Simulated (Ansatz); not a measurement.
**AlBGeH₄O: one species, many methods**

The task here is to estimate one member of a computed series from the others.

Program: Ansatz 0.2.0, Gaussian basis. Level of theory: functionals in def2-TZVPP, the program's frozen cores in correlated methods. These are calculated values, not measurements.

Levels to be run: LDA (SPW92), PBE-D4, revPBE-D4, BLYP-D4, r2SCAN-D4, B97M-V, PBE0-D4, B3LYP-D4, r2SCANh-D4, r2SCAN0-D4, HSE06-D4, BHLYP-D4, CAM-B3LYP-D4, LC-ωPBE, ωB97X-V, ωB97M-V, B2PLYP, PBE-QIDH; CCSD(T)/def2-SVP; CCSD(T)/def2-TZVPP; MP2/def2-QZVPP; extrapolation to the limit; RPA on PBE.

### The relaxed structure

All runs share one geometry, relaxed beforehand with PBE0-D4 in a triple-zeta def2 set.

SMILES `[BH]1[AlH][O][GeH2]1`, 8 atoms, charge 0, spin multiplicity 1.

Atoms are counted from 1 here; the program's logs count them from 0.

Bond lengths: B1–Al2 2.155 Å, B1–Ge4 2.083 Å, B1–H5 1.191 Å, Al2–O3 1.718 Å, Al2–H6 1.583 Å, O3–Ge4 1.826 Å, Ge4–H7 1.543 Å, Ge4–H8 1.543 Å. Angles: Al2–B1–Ge4 80.1°, Al2–B1–H5 146.8°, Ge4–B1–H5 133.1°, B1–Al2–O3 89.9°, B1–Al2–H6 145.5°, O3–Al2–H6 124.6°, Al2–O3–Ge4 100.6°, B1–Ge4–O3 89.4°, B1–Ge4–H7 119.2°, B1–Ge4–H8 119.3°, O3–Ge4–H7 108.2°, O3–Ge4–H8 108.3°, H7–Ge4–H8 109.4°.

The first run:

Contents of in.yaml:

```yaml
crystal:
  periodic: [false, false, false]
  atoms:
    - {symbol: B, position_ang: [-0.547074, 0.571420, -1.079565]}
    - {symbol: Al, position_ang: [0.200021, 1.384895, 0.770655]}
    - {symbol: O, position_ang: [0.624145, -0.196185, 1.292631]}
    - {symbol: Ge, position_ang: [0.087294, -1.180834, -0.147978]}
    - {symbol: H, position_ang: [-1.055732, 0.794923, -2.132587]}
    - {symbol: H, position_ang: [0.431272, 2.702260, 1.616903]}
    - {symbol: H, position_ang: [1.315873, -1.929196, -0.706393]}
    - {symbol: H, position_ang: [-0.963600, -2.204382, 0.330734]}
basis:
  gaussian: {orbitals: def2-TZVPP}
hamiltonian: {xc: lda}
output: {orbitals: {seedname: orbitals}}
```

Command:

```sh
$ ansatz run in.yaml --threads 2 --pin off --events-out ev --progress --plain --max-ram 4352MiB
```

Among the steps run: LDA; PBE-D4 (GGA); revPBE-D4 (GGA); BLYP-D4 (GGA); r2SCAN-D4 (meta-GGA); B97M-V (meta-GGA); PBE0-D4 (hybrid); B3LYP-D4 (hybrid); r2SCANh-D4 (hybrid); r2SCAN0-D4 (hybrid); HSE06-D4 (hybrid); BHLYP-D4 (hybrid); CAM-B3LYP-D4 (range-separated); LC-ωPBE (range-separated); ωB97X-V (range-separated); ωB97M-V (range-separated); B2PLYP (double hybrid); PBE-QIDH (double hybrid).

One table of the session follows, with a row left open; its other results are not shown here.

It belongs to the step «Frontier levels by functional». 

```
  functional  HOMO (eV)  LUMO (eV)  gap (eV)
 LDA (SPW92)      -5.95      -4.38      1.57
      PBE-D4          ?          ?         ?
   revPBE-D4      -5.79      -4.04      1.75
     BLYP-D4      -5.71      -3.94      1.78
   r2SCAN-D4      -6.04      -3.91      2.13
      B97M-V      -6.10      -4.01      2.09
     PBE0-D4      -6.87      -3.21      3.65
    B3LYP-D4      -6.69      -3.37      3.32
  r2SCANh-D4      -6.42      -3.58      2.84
  r2SCAN0-D4      -6.99      -3.10      3.90
    HSE06-D4      -6.47      -3.60      2.88
    BHLYP-D4      -7.80      -2.18      5.62
CAM-B3LYP-D4      -8.13      -2.05      6.07
     LC-ωPBE      -9.41      -0.93      8.48
     ωB97X-V      -9.08      -1.03      8.05
     ωB97M-V      -8.88      -1.24      7.64
```

Q: Estimate the row for PBE-D4 from the others.

**Answer.** HOMO (eV): -5.84; LUMO (eV): -4.14; gap (eV): 1.70. In the column «HOMO (eV)» it lies between LDA (SPW92) (-5.95) and revPBE-D4 (-5.79).
